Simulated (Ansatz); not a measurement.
# CH6Al2O: shape, modes and thermochemistry

What shape does CH6Al2O take? The plan is to relax it, check the end point by its vibrations and derive ideal-gas thermochemistry, and look at its orbitals and charge.

Program: Ansatz 0.2.0, Gaussian basis. Level of theory: RKS PBE0-D4/def2-TZVP. These are calculated values, not measurements.

The runs, in order: relaxation at PBE-D4/def2-SVP; relaxation at PBE0-D4/def2-TZVP; harmonic vibrations at the same level; a single point in def2-TZVPP for the fields.

### Step 1. Where the work starts

SMILES `[AlH2][CH2][O][AlH2]`, 10 atoms, charge 0, spin multiplicity 1.

Atoms are counted from 1 here; the program's logs count them from 0.

Bond lengths: Al1–C2 1.927 Å, Al1–H5 1.594 Å, Al1–H6 1.652 Å, C2–O3 1.419 Å, C2–H7 1.131 Å, C2–H8 1.126 Å, O3–Al4 1.912 Å, Al4–H9 1.527 Å, Al4–H10 1.611 Å. Angles: C2–Al1–H5 123.0°, C2–Al1–H6 121.2°, H5–Al1–H6 115.8°, Al1–C2–O3 108.1°, Al1–C2–H7 107.7°, Al1–C2–H8 106.8°, O3–C2–H7 112.3°, O3–C2–H8 114.1°, H7–C2–H8 107.5°, C2–O3–Al4 105.7°, O3–Al4–H9 119.3°, O3–Al4–H10 117.9°, H9–Al4–H10 122.6°.

Coordinates:

```mol
CH6Al2O
  3D, bonds by distance, orders not assigned

 10  9  0  0  0  0  0  0  0  0999 V2000
   -0.9608    1.9299    0.2845 Al  0  0
    0.2046    0.4057    0.1033 C   0  0
   -0.5932   -0.7215   -0.2240 O   0  0
    0.6231   -2.1892   -0.3778 Al  0  0
   -1.0905    2.7676    1.6344 H   0  0
   -1.9036    2.4414   -0.9724 H   0  0
    0.9611    0.6455   -0.7023 H   0  0
    0.7642    0.3055    1.0756 H   0  0
    1.1970   -2.5424   -1.7482 H   0  0
    0.8812   -3.0936    0.9298 H   0  0
  1  2  8  0
  2  3  8  0
  3  4  8  0
  1  5  8  0
  1  6  8  0
  2  7  8  0
  2  8  8  0
  4  9  8  0
  4 10  8  0
M  END
```

The start is a force-field geometry with small random shifts, so a cheaper pass at PBE-D4/def2-SVP comes first.

### Step 2. Geometry optimisation, PBE-D4/def2-SVP (cheap first pass)

The input, in.yaml:

```yaml
crystal:
  periodic: [false, false, false]
  atoms:
    - {symbol: Al, position_ang: [-0.960800, 1.929900, 0.284500]}
    - {symbol: C, position_ang: [0.204600, 0.405700, 0.103300]}
    - {symbol: O, position_ang: [-0.593200, -0.721500, -0.224000]}
    - {symbol: Al, position_ang: [0.623100, -2.189200, -0.377800]}
    - {symbol: H, position_ang: [-1.090500, 2.767600, 1.634400]}
    - {symbol: H, position_ang: [-1.903600, 2.441400, -0.972400]}
    - {symbol: H, position_ang: [0.961100, 0.645500, -0.702300]}
    - {symbol: H, position_ang: [0.764200, 0.305500, 1.075600]}
    - {symbol: H, position_ang: [1.197000, -2.542400, -1.748200]}
    - {symbol: H, position_ang: [0.881200, -3.093600, 0.929800]}
basis:
  gaussian: {orbitals: def2-SVP}
hamiltonian: {xc: pbe, dispersion: d4}
relax: {f_tol: 0.03, max_steps: 200}
```

Command:

```sh
$ ansatz run in.yaml --threads 2 --pin off --events-out ev --progress --plain --max-ram 4352MiB
```

The program printed, shortened:

```text
Functional definition: PBE
  name "PBE"
  cite "Perdew, Burke & Ernzerhof, Phys. Rev. Lett. 77, 3865 (1996) doi:10.1103/PhysRevLett.77.3865"
  parent pbe
[...]
1035 factors; their error is unknown
[...]
mean field -16356.61361987 eV, -601.0944636195 hartree, gradient 3.7e-5 eV, S^2 0.000000; 0 other end points of the search recorded, 0 dependent functions left out
[...]
reference -16356.61367160 eV, -601.0944655203 hartree; 23, 23 occupied and 71, 71 virtual orbitals, 1035 factors
relax step   1: F+E_penalty+E_count = -16356.79180228 eV  Δ(F+E_penalty+E_count) = +0.000e0 eV  max|allowed force component| = 2.318e0 eV/Å  Δτ_max = 0.0000 Å  (25 SCF iters, accepted)
[...]
relax step   4: F+E_penalty+E_count = -16357.19318308 eV  Δ(F+E_penalty+E_count) = -2.500e-2 eV  max|allowed force component| = 3.851e-1 eV/Å  Δτ_max = 0.0478 Å  (27 SCF iters, accepted)
[...]
relax step   7: F+E_penalty+E_count = -16357.66208991 eV  Δ(F+E_penalty+E_count) = -2.010e-1 eV  max|allowed force component| = 6.510e-1 eV/Å  Δτ_max = 0.1951 Å  (27 SCF iters, accepted)
[...]
relax step  10: F+E_penalty+E_count = -16357.82435946 eV  Δ(F+E_penalty+E_count) = -8.273e-3 eV  max|allowed force component| = 2.279e-1 eV/Å  Δτ_max = 0.1968 Å  (26 SCF iters, accepted)
[...]
relax step  11: F+E_penalty+E_count = -16357.83650838 eV  Δ(F+E_penalty+E_count) = -1.215e-2 eV  max|allowed force component| = 6.292e-2 eV/Å  Δτ_max = 0.0590 Å  (28 SCF iters, accepted)
[...]
relax step  12: F+E_penalty+E_count = -16357.83759317 eV  Δ(F+E_penalty+E_count) = -1.085e-3 eV  max|allowed force component| = 2.981e-2 eV/Å  Δτ_max = 0.0123 Å  (27 SCF iters, accepted)
1035 factors; their error is unknown
[...]
mean field -16357.63904103 eV, -601.1321471520 hartree, gradient 2.2e-5 eV, S^2 0.000000; 1 other end points of the search recorded, 0 dependent functions left out
[...]
reference -16357.63908929 eV, -601.1321489256 hartree; 23, 23 occupied and 71, 71 virtual orbitals, 1035 factors
Total energy: -16357.83764143 eV, -601.1394455818 hartree
Atom 0 at    -1.030597     1.529945     0.202825 Å, force    -0.007454     0.001994     0.001748 eV/Å
Atom 1 at     0.665161     0.455668     0.045722 Å, force    -0.002122     0.013566     0.001544 eV/Å
Atom 2 at    -0.660444    -0.309908    -0.044460 Å, force     0.007294     0.024046     0.003748 eV/Å
Atom 3 at     0.379236    -1.760292    -0.220310 Å, force     0.018717    -0.029810    -0.004530 eV/Å
Atom 4 at    -1.523324     1.862298     1.682387 Å, force     0.001693     0.001430     0.000927 eV/Å
Atom 5 at    -1.554920     2.229151    -1.130217 Å, force     0.002213     0.005867    -0.004181 eV/Å
Atom 6 at     1.217688     0.467540    -0.915778 Å, force    -0.009164    -0.004471     0.001578 eV/Å
Atom 7 at     1.229783     0.226327     0.972875 Å, force    -0.012226    -0.008665    -0.001158 eV/Å
Atom 8 at     0.689898    -2.198858    -1.714640 Å, force    -0.003144    -0.003441     0.002955 eV/Å
Atom 9 at     0.670621    -2.552971     1.124495 Å, force     0.004194    -0.000515    -0.002628 eV/Å
Dipole moment:     0.279375    -0.218524    -0.029517 e Å
```

Wall time 17 s (2 threads of AMD EPYC 7B13, shared host).

The steps of the relaxation:

| step | energy from step 1 (eV) | largest force component (eV/Å) |
| --- | --- | --- |
| 1 | 0.0000 | 2.3178 |
| 2 | -0.2869 | 1.3487 |
| 3 | -0.3764 | 0.5364 |
| 4 | -0.4014 | 0.3851 |
| 5 | -0.5036 | 0.4264 |
| 6 | -0.6693 | 0.7134 |
| 7 | -0.8703 | 0.6510 |
| 8 | -0.9317 | 1.2588 |
| 9 | -1.0243 | 0.2507 |
| 10 | -1.0326 | 0.2279 |
| 11 | -1.0447 | 0.0629 |
| 12 | -1.0458 | 0.0298 |

Close pairs (by a distance rule), those that changed most:

| bond | before (Å) | after (Å) | change (Å) |
| --- | --- | --- | --- |
| Al1–O3 | 2.725 | 1.893 | -0.832 |
| C2–Al4 | 2.672 | 2.250 | -0.422 |
| O3–Al4 | 1.912 | 1.793 | -0.119 |
| C2–O3 | 1.419 | 1.533 | +0.114 |
| Al1–C2 | 1.927 | 2.014 | +0.086 |
| Al4–H9 | 1.527 | 1.588 | +0.061 |
| Al1–H6 | 1.652 | 1.594 | -0.058 |
| Al4–H10 | 1.611 | 1.588 | -0.023 |

### Step 3. Optimising with PBE0-D4/def2-TZVP

The input, in.yaml:

```yaml
crystal:
  periodic: [false, false, false]
  atoms:
    - {symbol: Al, position_ang: [-1.030597, 1.529945, 0.202825]}
    - {symbol: C, position_ang: [0.665161, 0.455668, 0.045722]}
    - {symbol: O, position_ang: [-0.660444, -0.309908, -0.044460]}
    - {symbol: Al, position_ang: [0.379236, -1.760292, -0.220310]}
    - {symbol: H, position_ang: [-1.523324, 1.862298, 1.682387]}
    - {symbol: H, position_ang: [-1.554920, 2.229151, -1.130217]}
    - {symbol: H, position_ang: [1.217688, 0.467540, -0.915778]}
    - {symbol: H, position_ang: [1.229783, 0.226327, 0.972875]}
    - {symbol: H, position_ang: [0.689898, -2.198858, -1.714640]}
    - {symbol: H, position_ang: [0.670621, -2.552971, 1.124495]}
basis:
  gaussian: {orbitals: def2-TZVP}
hamiltonian: {xc: pbe0, dispersion: d4}
relax: {f_tol: 0.005, max_steps: 150}
```

The command is unchanged.

The program printed, shortened:

```text
Functional definition: PBE0
  name "PBE0"
  cite "Adamo & Barone, J. Chem. Phys. 110, 6158 (1999) doi:10.1063/1.478522"
  cite "Perdew, Burke & Ernzerhof, Phys. Rev. Lett. 77, 3865 (1996) doi:10.1103/PhysRevLett.77.3865"
  parent pbe
[...]
1153 factors; their error is unknown
[...]
mean field -16367.54390098 eV, -601.4961440413 hartree, gradient 4.1e-5 eV, S^2 0.000000; 0 other end points of the search recorded, 0 dependent functions left out
[...]
reference -16367.54394240 eV, -601.4961455633 hartree; 23, 23 occupied and 149, 149 virtual orbitals, 1153 factors
relax step   1: F+E_penalty+E_count = -16367.71153618 eV  Δ(F+E_penalty+E_count) = +0.000e0 eV  max|allowed force component| = 6.059e-1 eV/Å  Δτ_max = 0.0000 Å  (26 SCF iters, accepted)
[...]
Atom 0 at    -1.013836     1.500675     0.197456 Å, force    -0.000679    -0.000355    -0.000011 eV/Å
Atom 1 at     0.677085     0.480511     0.053882 Å, force    -0.000159    -0.000783     0.000484 eV/Å
Atom 2 at    -0.631296    -0.296425    -0.037718 Å, force    -0.000306     0.000501     0.000270 eV/Å
Atom 3 at     0.358867    -1.730063    -0.218264 Å, force    -0.000414     0.000272    -0.000070 eV/Å
Atom 4 at    -1.528515     1.831252     1.656540 Å, force    -0.000123     0.000145     0.000167 eV/Å
Atom 5 at    -1.548715     2.190650    -1.121934 Å, force     0.000025    -0.000071    -0.000450 eV/Å
Atom 6 at     1.222525     0.458783    -0.892218 Å, force     0.000915     0.000204    -0.000331 eV/Å
Atom 7 at     1.233466     0.222395     0.958002 Å, force     0.000705     0.000256     0.000178 eV/Å
Atom 8 at     0.652728    -2.180891    -1.697872 Å, force    -0.000220     0.000013    -0.000282 eV/Å
Atom 9 at     0.660793    -2.527986     1.105023 Å, force     0.000255    -0.000182     0.000044 eV/Å
Dipole moment:     0.277674    -0.265182    -0.035581 e Å
```

It took 31 s on 2 threads of AMD EPYC 7B13, shared host.

Along the way:

| step | energy from step 1 (eV) | largest force component (eV/Å) |
| --- | --- | --- |
| 1 | 0.0000 | 0.6059 |
| 2 | -0.0381 | 0.3720 |
| 3 | -0.0499 | 0.0629 |
| 4 | -0.0505 | 0.0277 |
| 5 | -0.0503 | 0.1446 |
| 6 | -0.0508 | 0.0150 |
| 7 | -0.0510 | 0.0071 |
| 8 | -0.0510 | 0.0009 |

Close pairs (by a distance rule), those that changed most:

| bond | before (Å) | after (Å) | change (Å) |
| --- | --- | --- | --- |
| O3–Al4 | 1.793 | 1.752 | -0.042 |
| Al1–O3 | 1.893 | 1.852 | -0.041 |
| Al1–C2 | 2.014 | 1.980 | -0.033 |
| C2–H8 | 1.110 | 1.093 | -0.017 |
| C2–H7 | 1.109 | 1.092 | -0.017 |
| Al4–H9 | 1.588 | 1.574 | -0.014 |
| Al4–H10 | 1.588 | 1.574 | -0.014 |
| Al1–H5 | 1.594 | 1.582 | -0.012 |

Mulliken charges at the end point, from the run's report:

| atom | value (e) |
| --- | --- |
| Al1 | 0.32 |
| C2 | -0.38 |
| O3 | -0.23 |
| Al4 | 0.36 |
| H5 | -0.11 |
| H6 | -0.11 |
| H7 | 0.16 |
| H8 | 0.16 |
| H9 | -0.09 |
| H10 | -0.09 |

### Step 4. Force constants and modes

The input, in.yaml:

```yaml
crystal:
  periodic: [false, false, false]
  atoms:
    - {symbol: Al, position_ang: [-1.013836, 1.500675, 0.197456]}
    - {symbol: C, position_ang: [0.677085, 0.480511, 0.053882]}
    - {symbol: O, position_ang: [-0.631296, -0.296425, -0.037718]}
    - {symbol: Al, position_ang: [0.358867, -1.730063, -0.218264]}
    - {symbol: H, position_ang: [-1.528515, 1.831252, 1.656540]}
    - {symbol: H, position_ang: [-1.548715, 2.190650, -1.121934]}
    - {symbol: H, position_ang: [1.222525, 0.458783, -0.892218]}
    - {symbol: H, position_ang: [1.233466, 0.222395, 0.958002]}
    - {symbol: H, position_ang: [0.652728, -2.180891, -1.697872]}
    - {symbol: H, position_ang: [0.660793, -2.527986, 1.105023]}
basis:
  gaussian: {orbitals: def2-TZVP}
hamiltonian: {xc: pbe0, dispersion: d4}
phonons: {temperatures: {t_min: 298.15, t_max: 900, t_step: 200}}
```

The command is unchanged.

The program printed, shortened:

```text
Functional definition: PBE0
  name "PBE0"
  cite "Adamo & Barone, J. Chem. Phys. 110, 6158 (1999) doi:10.1063/1.478522"
  cite "Perdew, Burke & Ernzerhof, Phys. Rev. Lett. 77, 3865 (1996) doi:10.1103/PhysRevLett.77.3865"
  parent pbe
[...]
1153 factors; their error is unknown
[...]
mean field -16367.59333673 eV, -601.4979607714 hartree, gradient 4.0e-5 eV, S^2 0.000000; 0 other end points of the search recorded, 0 dependent functions left out
[...]
reference -16367.59337803 eV, -601.4979622895 hartree; 23, 23 occupied and 149, 149 virtual orbitals, 1153 factors
[...]
1153 factors; their error is unknown
mean field -16367.59327436 eV, -601.4979584797 hartree, gradient 2.3e-6 eV, S^2 0.000000; 0 other end points of the search recorded, 0 dependent functions left out
[...]
reference -16367.59331567 eV, -601.4979599978 hartree; 23, 23 occupied and 149, 149 virtual orbitals, 1153 factors
[...]
Atom 2 at    -0.631296    -0.296425    -0.037718 Å, force    -0.000309     0.000498     0.000293 eV/Å
Atom 3 at     0.358867    -1.730063    -0.218264 Å, force    -0.000407     0.000258    -0.000055 eV/Å
Atom 4 at    -1.528515     1.831252     1.656540 Å, force    -0.000114     0.000144     0.000174 eV/Å
Atom 5 at    -1.548715     2.190650    -1.121934 Å, force     0.000023    -0.000082    -0.000450 eV/Å
Atom 6 at     1.222525     0.458783    -0.892218 Å, force     0.000893     0.000196    -0.000309 eV/Å
Atom 7 at     1.233466     0.222395     0.958002 Å, force     0.000668     0.000208     0.000170 eV/Å
Atom 8 at     0.652728    -2.180891    -1.697872 Å, force    -0.000222     0.000034    -0.000284 eV/Å
Atom 9 at     0.660793    -2.527986     1.105023 Å, force     0.000258    -0.000202     0.000049 eV/Å
Dipole moment:     0.277675    -0.265182    -0.035580 e Å
Vibrations: 54.58 218.48 281.07 360.18 369.83 482.69 521.62 533.72 608.17 623.99 731.69 749.83 752.75 808.42 823.62 932.43 1137.76 1435.81 1932.87 1938.89 1963.79 1978.42 3056.28 3169.35 cm⁻¹, zero-point energy 1.578705 eV
```

It took 2.6 min on 2 threads of AMD EPYC 7B13, shared host.

Motions are named by where the mode's potential energy lies. Wavenumbers, unscaled:

| mode | cm⁻¹ | motion |
| --- | --- | --- |
| 1 | 55 | out-of-plane bend |
| 2 | 218 | bend |
| 3 | 281 | bend |
| 4 | 360 | bend with Al–O stretch |
| 5 | 370 | bend |
| 6 | 483 | bend |
| 7 | 522 | bend with Al–C stretch |
| 8 | 534 | bend |
| 9 | 608 | bend |
| 10 | 624 | bend |
| 11 | 732 | bend |
| 12 | 750 | bend |
| 13 | 753 | bend |
| 14 | 808 | bend with Al–O stretch |
| 15 | 824 | bend with Al–O stretch |
| 16 | 932 | bend |
| 17 | 1138 | bend |
| 18 | 1436 | bend |
| 19 | 1933 | Al–H stretch |
| 20 | 1939 | Al–H stretch |
| 21 | 1964 | Al–H stretch |
| 22 | 1978 | Al–H stretch |
| 23 | 3056 | C–H stretch |
| 24 | 3169 | C–H stretch |

Ideal gas, rigid rotor and harmonic oscillator at 298.15 K and 1 bar, with symmetry number 1:

| term | value |
| --- | --- |
| zero-point energy | 152.3 kJ/mol |
| H(298) − E | 172.6 kJ/mol |
| entropy, translation | 164.7 J/(mol K) |
| entropy, rotation | 107.3 J/(mol K) |
| entropy, vibration | 60.4 J/(mol K) |
| entropy, total | 332.4 J/(mol K) |

### Step 5. Fields at the relaxed geometry

in.yaml, as its differences from that of step 4:

```diff
@@ -14,4 +14,4 @@
 basis:
-  gaussian: {orbitals: def2-TZVP}
+  gaussian: {orbitals: def2-TZVPP}
 hamiltonian: {xc: pbe0, dispersion: d4}
-phonons: {temperatures: {t_min: 298.15, t_max: 900, t_step: 200}}
+output: {orbitals: {seedname: orbitals}}
```

Launched as before.

The program printed:

```text
Functional definition: PBE0
  name "PBE0"
  cite "Adamo & Barone, J. Chem. Phys. 110, 6158 (1999) doi:10.1063/1.478522"
  cite "Perdew, Burke & Ernzerhof, Phys. Rev. Lett. 77, 3865 (1996) doi:10.1103/PhysRevLett.77.3865"
  parent pbe
  parameter a = 0.25
  parameter kappa = 0.804
  parameter beta = 0.06672455060314922
  exchange = (1 - a)*pbe_x(kappa = kappa, mu = beta*pi^2/3) + a*exact_x
  correlation = pbe_c(beta = beta)
1285 factors; their error is unknown
mean field evaluation 1: about -16362.0464 eV, gradient 5.2e1 eV
mean field evaluation 2: about -16353.9382 eV, gradient 8.2e1 eV
mean field evaluation 4: about -16367.5486 eV, gradient 5.9e0 eV
mean field evaluation 8: about -16367.6182 eV, gradient 3.1e-2 eV
mean field evaluation 16: about -16367.6374 eV, gradient 2.4e-5 eV
mean field -16367.63739250 eV, -601.4995797911 hartree, gradient 2.4e-5 eV, S^2 0.000000; 0 other end points of the search recorded, 0 dependent functions left out
reference -16367.63743377 eV, -601.4995813081 hartree; 23, 23 occupied and 207, 207 virtual orbitals, 1285 factors
Total energy: -16367.80662666 eV, -601.5057990321 hartree
```

Wall time 3.6 s (2 threads of AMD EPYC 7B13, shared host); peak memory 0.52 GiB.

The fields below are evaluated on a grid from the run's orbitals.

Frontier orbitals at PBE0-D4/def2-TZVPP, with the share of their density that lies nearest to each atom:

| orbital | energy (eV) | lies on |
| --- | --- | --- |
| HOMO | -7.82 | C2 46 %; O3 12 %; Al1 12 % |
| LUMO | -1.15 | Al4 33 %; H9, H10 about 17 % each; O3 7 % |

ELF in a plane through or near 7 of the atoms.

Values, 10 rows by 14 columns:
```
0.00 0.00 0.00 0.00 0.00 0.00 0.00 0.00 0.00 0.00 0.00 0.00 0.00 0.00
0.00 0.00 0.01 0.34 0.37 0.04 0.00 0.00 0.00 0.21 0.44 0.14 0.00 0.00
0.00 0.01 0.81 1.00 1.00 0.78 0.01 0.00 0.04 0.99 1.00 1.00 0.60 0.00
0.00 0.09 0.98 1.00 1.00 0.76 0.03 0.08 0.04 1.00 1.00 1.00 0.93 0.02
0.00 0.02 0.51 0.94 0.25 0.05 0.63 0.78 0.34 0.18 0.78 0.93 0.34 0.01
0.00 0.00 0.10 0.32 0.59 0.59 0.78 0.57 0.46 0.80 0.14 0.36 0.05 0.00
0.00 0.07 0.94 1.00 1.00 0.43 0.22 0.44 0.09 0.87 1.00 1.00 0.84 0.02
0.00 0.04 0.95 1.00 1.00 0.84 0.01 0.01 0.04 0.99 1.00 1.00 0.84 0.01
0.00 0.00 0.27 0.97 0.96 0.43 0.00 0.00 0.02 0.88 0.98 0.88 0.10 0.00
0.00 0.00 0.00 0.01 0.00 0.00 0.00 0.00 0.00 0.00 0.01 0.00 0.00 0.00
```
The map spans 10.2 Å across and 8.0 Å up, centred on the molecule. Atoms in the plane (x, y in Å): Al1 (1.8, 0.0), O3 (0.0, 0.0), Al4 (-1.7, 0.0), H5 (2.5, 1.4), H6 (2.5, -1.4), H9 (-2.4, -1.4), H10 (-2.4, 1.4).

log10 of the density (e/Å³) in the same plane.

Values, 10 rows by 14 columns:
```
-4.0 -4.0 -4.0 -3.8 -3.8 -4.0 -4.0 -4.0 -4.0 -3.9 -3.8 -3.9 -4.0 -4.0
-4.0 -3.8 -3.1 -2.5 -2.5 -2.8 -3.4 -3.7 -3.2 -2.6 -2.4 -2.7 -3.2 -4.0
-4.0 -3.1 -2.1 -1.2 -1.1 -1.7 -2.5 -2.7 -2.3 -1.4 -1.1 -1.5 -2.3 -3.3
-3.8 -2.8 -1.7 -0.3 -0.1 -1.0 -1.6 -1.6 -1.5 -0.6  0.1 -0.8 -1.9 -3.0
-3.8 -2.8 -1.7 -0.6 -0.2 -0.5 -0.3  0.1 -0.6 -0.2 -0.3 -0.9 -1.9 -3.0
-3.9 -2.9 -1.8 -0.8  0.9  0.6  0.2  0.8 -0.2  1.1 -0.3 -1.1 -2.1 -3.1
-3.8 -2.7 -1.6 -0.3 -0.1 -0.8 -0.9 -0.8 -1.1 -0.5  0.0 -0.7 -1.9 -2.9
-4.0 -2.9 -1.9 -0.8 -0.7 -1.4 -2.2 -2.3 -2.0 -1.1 -0.6 -1.1 -2.1 -3.1
-4.0 -3.4 -2.6 -1.9 -1.8 -2.3 -3.0 -3.3 -2.8 -2.0 -1.8 -2.1 -2.8 -3.6
-4.0 -4.0 -3.7 -3.2 -3.2 -3.4 -3.9 -4.0 -3.8 -3.2 -3.1 -3.3 -3.8 -4.0
```
The map spans 10.2 Å across and 8.0 Å up, centred on the molecule. Atoms in the plane (x, y in Å): Al1 (1.8, 0.0), O3 (0.0, 0.0), Al4 (-1.7, 0.0), H5 (2.5, 1.4), H6 (2.5, -1.4), H9 (-2.4, -1.4), H10 (-2.4, 1.4).

On the surface of density 0.002 e/bohr³ the electrostatic potential runs, from the 1st to the 99th percentile, from -0.66 to 2.88 V.

### Step 6. Summary of results

| quantity | value |
| --- | --- |
| point group | Cs |
| steps | 12 + 8 |
| shift from the start (rms) | 0.586 Å |
| total energy | -16367.7626 eV |
| dispersion term | -169 meV |
| dipole moment | 1.85 D |
| lowest, highest wavenumber | 55, 3169 cm⁻¹ |
| zero-point energy | 152.3 kJ/mol |
| entropy at 298.15 K | 332.4 J/(mol K) |
| HOMO, LUMO | -7.82, -1.15 eV |

**Reading.** The atoms moved 0.59 Å (rms) from the start; the bond that changed most is Al1–O3, from 2.725 to 1.852 Å. The bonds at the end are not those of the start, so the run found another structure. No mode is imaginary: a true minimum at this level. The stiffest mode, 3169 cm⁻¹, is a C–H stretch. Harmonic hybrid wavenumbers usually lie a few per cent above measured fundamentals. The largest Mulliken charge, -0.38 e, sits on C2. The HOMO lies mostly on C2 46 %; O3 12 % and the LUMO on Al4 33 %; H9, H10 about 17 % each.
